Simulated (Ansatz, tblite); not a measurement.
# Au20 flat piece (Au₂₀−): a ladder of methods and basis sets

One table from this session's results is given with a row withheld; the runs are named, their logs left out.

Method: as each input shows; program: Ansatz 0.2.0, Gaussian basis.

Levels to be run: GFN1-xTB, PBE-D4/def2-TZVP, r2SCAN-D4/def2-TZVP, LDA/def2-TZVP, PBE-D4/def2-SVP, PBE0-D4/def2-SVP.

2 further runs of the same task are left out: 2 set aside as unsound or not needed.

### The geometry

The geometry is that of the doublet, from an earlier relaxation (PBE-D4/def2-SVP).

20 atoms, charge -1, spin multiplicity 2.

Bond lengths: Au1–Au2 2.696 Å, Au1–Au6 2.676 Å, Au2–Au3 2.717 Å, Au2–Au6 2.882 Å, Au2–Au7 2.838 Å, Au2–Au8 2.775 Å, Au3–Au4 2.717 Å, Au3–Au8 2.795 Å, Au4–Au5 2.696 Å, Au4–Au8 2.775 Å, Au4–Au9 2.838 Å, Au4–Au10 2.883 Å, Au5–Au10 2.676 Å, Au6–Au7 2.736 Å, Au6–Au11 2.660 Å, Au7–Au8 2.747 Å, Au7–Au11 2.825 Å, Au7–Au12 2.727 Å and more. Angles: Au2–Au1–Au6 64.9°, Au1–Au2–Au3 125.8°, Au1–Au2–Au6 57.2°, Au1–Au2–Au7 114.4°, Au1–Au2–Au8 173.0°, Au3–Au2–Au6 176.9°, Au3–Au2–Au7 119.8°, Au3–Au2–Au8 61.2°, Au6–Au2–Au7 57.1°, Au6–Au2–Au8 115.7°, Au7–Au2–Au8 58.6°, Au2–Au3–Au4 120.9°, Au2–Au3–Au8 60.4°, Au4–Au3–Au8 60.4°, Au3–Au4–Au5 125.9°, Au3–Au4–Au8 61.2°, Au3–Au4–Au9 119.8°, Au3–Au4–Au10 176.9° and more.

Au takes a core potential in the def2 sets. No spin-orbit coupling is included. The ion is computed in the gas phase, without counter-ions or solvent.

PBE0-D4/def2-TZVP was run before; its log isn't repeated, and its numbers join the tables.

Set-up of the first run:

Tight binding, by tblite at 300 K electronic temperature and without a spin-polarisation term:

```python
tblite.interface.Calculator('GFN1-xTB', numbers, positions, charge=-1, uhf=1).singlepoint()
```

start.molden holds the orbitals of an earlier run on this state, given as this run's starting guess.

Input file in.yaml:

```yaml
crystal:
  periodic: [false, false, false]
  atoms:
    - {symbol: Au, position_ang: [-4.517887, -4.818952, 0.004887]}
    - {symbol: Au, position_ang: [-3.396687, -2.366963, 0.002967]}
    - {symbol: Au, position_ang: [-4.738439, -0.004094, 0.004364]}
    - {symbol: Au, position_ang: [-3.398363, 2.359522, 0.002153]}
    - {symbol: Au, position_ang: [-4.520351, 4.811244, -0.000286]}
    - {symbol: Au, position_ang: [-1.841677, -4.793000, 0.002929]}
    - {symbol: Au, position_ang: [-0.558682, -2.376511, 0.001093]}
    - {symbol: Au, position_ang: [-1.943035, -0.003407, 0.003184]}
    - {symbol: Au, position_ang: [-0.559939, 2.370774, 0.002499]}
    - {symbol: Au, position_ang: [-1.844079, 4.787398, 0.000422]}
    - {symbol: Au, position_ang: [0.817998, -4.843186, -0.000154]}
    - {symbol: Au, position_ang: [2.167848, -2.378820, -0.000265]}
    - {symbol: Au, position_ang: [0.812607, -0.002444, 0.000826]}
    - {symbol: Au, position_ang: [2.166261, 2.375029, 0.001140]}
    - {symbol: Au, position_ang: [0.815397, 4.837906, -0.000376]}
    - {symbol: Au, position_ang: [3.544872, -4.829034, -0.002589]}
    - {symbol: Au, position_ang: [4.886535, -2.414539, -0.001462]}
    - {symbol: Au, position_ang: [3.665186, -0.001787, 0.001835]}
    - {symbol: Au, position_ang: [4.883507, 2.412739, 0.000328]}
    - {symbol: Au, position_ang: [3.542229, 4.827425, -0.000096]}
basis:
  gaussian: {orbitals: def2-TZVP, fitting: {mean_field: def2-universal-jkfit}, initial_orbitals: start.molden}
total_charge: -1
magnetization: {spin_polarized: true, initial_magnetization: 1}
hamiltonian: {xc: pbe, dispersion: d4}
scf: {omitted_lower_state_checks: [starts]}
output: {forces: true, orbitals: {seedname: orbitals}}
```

Launch:

```bash
ansatz run in.yaml --threads 4 --pin off --events-out ev --progress --plain --max-ram 66560MiB --backend cuda --devices 0, --max-vram 37GiB
```

Among the steps run: PBE-D4/def2-TZVP; r2SCAN-D4/def2-TZVP; LDA/def2-TZVP; PBE-D4/def2-SVP; PBE0-D4/def2-SVP.

One table of the session follows, with a row left open; its other results are not shown here.

It belongs to the step «Levels side by side». 

```
              level  HOMO (eV)  LUMO (eV)  gap (eV)
      LDA/def2-TZVP      -2.99      -2.89      0.10
    PBE-D4/def2-SVP      -2.60      -2.47      0.13
   PBE-D4/def2-TZVP      -2.63      -2.49      0.14
r2SCAN-D4/def2-TZVP      -2.67      -2.42      0.25
   PBE0-D4/def2-SVP      -2.87      -1.87      1.00
  PBE0-D4/def2-TZVP          ?          ?         ?
```

Q: Estimate the row for PBE0-D4/def2-TZVP from the others.

As computed: HOMO (eV): -2.88; LUMO (eV): -1.88; gap (eV): 1.01. In the column «HOMO (eV)» it lies between LDA/def2-TZVP (-2.99) and PBE0-D4/def2-SVP (-2.87).
